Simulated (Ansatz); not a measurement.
# C₄H₃F₃: one species, many methods

One table from this session's results is given with a row withheld; the runs are named, their logs left out.

Computed with Ansatz 0.2.0, Gaussian basis. Level: functionals in def2-TZVPP, the program's frozen cores in correlated methods.

The runs, in order: LDA (SPW92), PBE-D4, revPBE-D4, BLYP-D4, r2SCAN-D4, B97M-V, PBE0-D4, B3LYP-D4, r2SCANh-D4, r2SCAN0-D4, HSE06-D4, BHLYP-D4, CAM-B3LYP-D4, LC-ωPBE, ωB97X-V, ωB97M-V, B2PLYP, PBE-QIDH; CCSD(T)/def2-SVP; CCSD(T)/def2-TZVPP; MP2/def2-QZVPP; extrapolation to the limit; RPA on PBE.

## The relaxed structure

An earlier PBE0-D4 in a triple-zeta def2 set relaxation fixed the geometry.

SMILES `FC1=CC(F)(F)C1`, 10 atoms, charge 0, spin multiplicity 1.

Atoms are counted from 1 here; the program's logs count them from 0.

Bond lengths: F1–C2 1.311 Å, C2–C3 1.330 Å, C2–C7 1.498 Å, C3–C4 1.499 Å, C3–H8 1.079 Å, C4–F5 1.354 Å, C4–F6 1.354 Å, C4–C7 1.550 Å, C7–H9 1.091 Å, C7–H10 1.091 Å. Angles: F1–C2–C3 133.1°, F1–C2–C7 128.0°, C3–C2–C7 98.9°, C2–C3–C4 89.6°, C2–C3–H8 136.8°, C4–C3–H8 133.6°, C3–C4–F5 115.9°, C3–C4–F6 115.9°, C3–C4–C7 89.7°, F5–C4–F6 106.1°, F5–C4–C7 114.5°, F6–C4–C7 114.5°, C2–C7–C4 81.8°, C2–C7–H9 116.3°, C2–C7–H10 116.3°, C4–C7–H9 114.4°, C4–C7–H10 114.4°, H9–C7–H10 111.0°.

Set-up of the first run:

Contents of in.yaml:

```yaml
crystal:
  periodic: [false, false, false]
  atoms:
    - {symbol: F, position_ang: [1.129683, -1.764554, 1.197978]}
    - {symbol: C, position_ang: [0.447198, -0.877710, 0.515733]}
    - {symbol: C, position_ang: [-0.664909, -0.949877, -0.209412]}
    - {symbol: C, position_ang: [-0.552581, 0.515184, -0.506484]}
    - {symbol: F, position_ang: [-0.388909, 0.843757, -1.809890]}
    - {symbol: F, position_ang: [-1.563953, 1.290460, -0.047994]}
    - {symbol: C, position_ang: [0.743233, 0.580128, 0.341545]}
    - {symbol: H, position_ang: [-1.373869, -1.713844, -0.488624]}
    - {symbol: H, position_ang: [1.641782, 0.825919, -0.226550]}
    - {symbol: H, position_ang: [0.665524, 1.199237, 1.236597]}
basis:
  gaussian: {orbitals: def2-TZVPP}
hamiltonian: {xc: lda}
output: {orbitals: {seedname: orbitals}}
```

Among the steps run: LDA; PBE-D4 (GGA); revPBE-D4 (GGA); BLYP-D4 (GGA); r2SCAN-D4 (meta-GGA); B97M-V (meta-GGA); PBE0-D4 (hybrid); B3LYP-D4 (hybrid); r2SCANh-D4 (hybrid); r2SCAN0-D4 (hybrid); HSE06-D4 (hybrid); BHLYP-D4 (hybrid); CAM-B3LYP-D4 (range-separated); LC-ωPBE-D4 (range-separated; the results give it without D4); ωB97X-V (range-separated); ωB97M-V (range-separated); B2PLYP (double hybrid); PBE-QIDH (double hybrid).

One table of the session follows, with a row left open; its other results are not shown here.

It belongs to the step «Frontier levels by functional». 

| functional | HOMO (eV) | gap (eV) |
| --- | --- | --- |
| LDA (SPW92) | ? | ? |
| PBE-D4 | -6.88 | 5.63 |
| revPBE-D4 | -6.80 | 5.66 |
| BLYP-D4 | -6.74 | 5.60 |
| r2SCAN-D4 | -7.12 | 6.11 |
| B97M-V | -7.16 | 6.23 |
| PBE0-D4 | -8.16 | 7.94 |
| B3LYP-D4 | -7.93 | 7.45 |
| r2SCANh-D4 | -7.60 | 6.96 |
| r2SCAN0-D4 | -8.32 | 8.25 |
| HSE06-D4 | -7.75 | 7.15 |
| BHLYP-D4 | -9.29 | 10.20 |
| CAM-B3LYP-D4 | -9.53 | 10.46 |
| LC-ωPBE | -10.89 | 13.05 |
| ωB97X-V | -10.49 | 12.60 |
| ωB97M-V | -10.39 | 12.38 |

Estimate the missing values for LDA (SPW92).

The run gave: HOMO (eV): -7.08; gap (eV): 5.55. In the column «HOMO (eV)» it lies between r2SCAN-D4 (-7.12) and PBE-D4 (-6.88).
